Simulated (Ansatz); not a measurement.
# C3H11AlOSi: basis-set convergence

An exercise on one series of results from a longer session: the logs are not shown, and one member is left open.

Program: Ansatz 0.2.0, Gaussian basis. Level of theory: one geometry, several basis sets. These are calculated values, not measurements.

The runs, in order: PBE0-D4/def2-SVP; ωB97M-V/def2-SVP; PBE0-D4/def2-QZVPP; ωB97M-V/def2-QZVPP; the functionals' def2-TZVPP values are taken from earlier runs.

1 further run of the same task is left out (it didn't finish). Runs told in other sessions of the task aren't counted.

## The geometry

An earlier PBE0-D4 in a triple-zeta def2 set relaxation fixed the geometry.

17 atoms, charge 0, spin multiplicity 1.

Atoms are counted from 1 here; the program's logs count them from 0.

Bond lengths: C1–Si2 1.868 Å, C1–H7 1.094 Å, C1–H8 1.093 Å, C1–H9 1.093 Å, Si2–C3 1.868 Å, Si2–C4 1.868 Å, Si2–O5 1.637 Å, C3–H10 1.093 Å, C3–H11 1.094 Å, C3–H12 1.093 Å, C4–H13 1.093 Å, C4–H14 1.094 Å, C4–H15 1.093 Å, O5–Al6 1.675 Å, Al6–H16 1.582 Å, Al6–H17 1.582 Å. Angles: Si2–C1–H7 111.2°, Si2–C1–H8 111.1°, Si2–C1–H9 111.0°, H7–C1–H8 107.7°, H7–C1–H9 107.9°, H8–C1–H9 107.9°, C1–Si2–C3 110.2°, C1–Si2–C4 110.1°, C1–Si2–O5 109.0°, C3–Si2–C4 110.2°, C3–Si2–O5 108.5°, C4–Si2–O5 108.9°, Si2–C3–H10 111.0°, Si2–C3–H11 111.1°, Si2–C3–H12 111.0°, H10–C3–H11 107.8°, H10–C3–H12 108.0°, H11–C3–H12 107.8° and more.

Set-up of the first run:

File in.yaml:

```yaml
crystal:
  periodic: [false, false, false]
  atoms:
    - {symbol: C, position_ang: [-0.013226, -1.664237, 1.057664]}
    - {symbol: Si, position_ang: [0.116964, -0.219477, -0.119628]}
    - {symbol: C, position_ang: [1.911409, 0.177910, -0.455450]}
    - {symbol: C, position_ang: [-0.765704, -0.614105, -1.718073]}
    - {symbol: O, position_ang: [-0.585603, 1.090701, 0.565039]}
    - {symbol: Al, position_ang: [-1.306895, 2.415328, 1.293171]}
    - {symbol: H, position_ang: [0.452464, -2.559879, 0.636863]}
    - {symbol: H, position_ang: [-1.058349, -1.902114, 1.273535]}
    - {symbol: H, position_ang: [0.482820, -1.442436, 2.006279]}
    - {symbol: H, position_ang: [2.003847, 1.031093, -1.132831]}
    - {symbol: H, position_ang: [2.423692, -0.671338, -0.916224]}
    - {symbol: H, position_ang: [2.438667, 0.423305, 0.470365]}
    - {symbol: H, position_ang: [-0.714567, 0.229072, -2.411993]}
    - {symbol: H, position_ang: [-0.319999, -1.482442, -2.211469]}
    - {symbol: H, position_ang: [-1.820938, -0.837577, -1.539201]}
    - {symbol: H, position_ang: [-1.954855, 3.523908, 0.369573]}
    - {symbol: H, position_ang: [-1.308824, 2.501791, 2.872678]}
basis:
  gaussian: {orbitals: def2-SVP}
hamiltonian: {xc: pbe0, dispersion: d4}
output: {orbitals: {seedname: orbitals}}
```

Started as:

```sh
ansatz run in.yaml --threads 4 --pin off --events-out ev --progress --plain --max-ram 11315MiB
```

Steps of the session up to this table: PBE0-D4 in def2-SVP; ωB97M-V in def2-SVP; PBE0-D4 in def2-QZVPP; ωB97M-V in def2-QZVPP.

One table of the session follows, with a row left open; its other results are not shown here.

It belongs to the step «Density functionals: the series». 

```
functional       basis  HOMO (eV)
   PBE0-D4    def2-SVP      -7.73
   PBE0-D4  def2-TZVPP      -7.80
   PBE0-D4  def2-QZVPP      -7.81
   ωB97M-V    def2-SVP          ?
   ωB97M-V  def2-TZVPP     -10.06
   ωB97M-V  def2-QZVPP     -10.06
```

**Question.** Estimate the row for ωB97M-V, def2-SVP.

As computed: HOMO (eV): -9.95. In the column «HOMO (eV)» it lies between ωB97M-V, def2-QZVPP (-10.06) and PBE0-D4, def2-QZVPP (-7.81).
